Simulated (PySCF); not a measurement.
# C4H9Cl2In (InCl2(tBu)): the cost of one run

Computed with PySCF 2.14.0, with density-fitted response routines of our own, on a single molecule in the gas phase. Atoms are numbered from 0 throughout.

### 1 The starting structure

16 atoms, charge 0, multiplicity 1; geometry from: GFN2-xTB. The atoms were then displaced at random by about 0.03 Å, so the start is not that level's minimum.

Bonds of the start (Å): In0–Cl1 2.27, In0–Cl2 2.46, In0–C3 2.25, C3–C4 1.55, C3–C5 1.43, C3–C6 1.55, C4–H7 1.03, C4–H8 1.17, C4–H9 1.11, C5–H10 1.11, C5–H11 1.08, C5–H12 1.11, C6–H13 1.04, C6–H14 1.10, C6–H15 1.07.

### 2 Optimising the geometry at PBE0-D3(BJ)/def2-SVP

What the job is given:

```
{"job": {"xc": "PBE0", "basis": "def2-SVP", "d3": "d3bj", "grid": 1, "maxiter": 40, "shake": 0.03, "kind": "geom"}, "charge": 0, "multiplicity": 1}
In     1.131040     1.753590     0.012070
Cl     3.388160     2.013850     0.043090
Cl    -0.013740     3.934610    -0.045160
C     -0.009290    -0.188770    -0.013770
C     -0.879310    -0.268900     1.270810
C      0.921870    -1.269190    -0.120160
C     -1.007400    -0.154570    -1.195680
H     -1.422270    -1.146080     1.330580
H     -0.191740    -0.230340     2.210810
H     -1.553800     0.596880     1.421240
H      1.604540    -1.249150     0.751050
H      1.519370    -1.184350    -1.019130
H      0.365370    -2.232610    -0.135630
H     -0.520320    -0.071540    -2.106600
H     -1.721440     0.676400    -1.129500
H     -1.645390    -1.013760    -1.207590
```

Command:

```bash
OMP_NUM_THREADS=1 python probes_run.py task.json out
```

This one command runs all jobs of the session in turn.

Q: Estimate the wall time and peak memory of this first job on 1 thread of Arm Neoverse V1, shared host.

About 1.8 min, with a peak of 0.67 GiB.
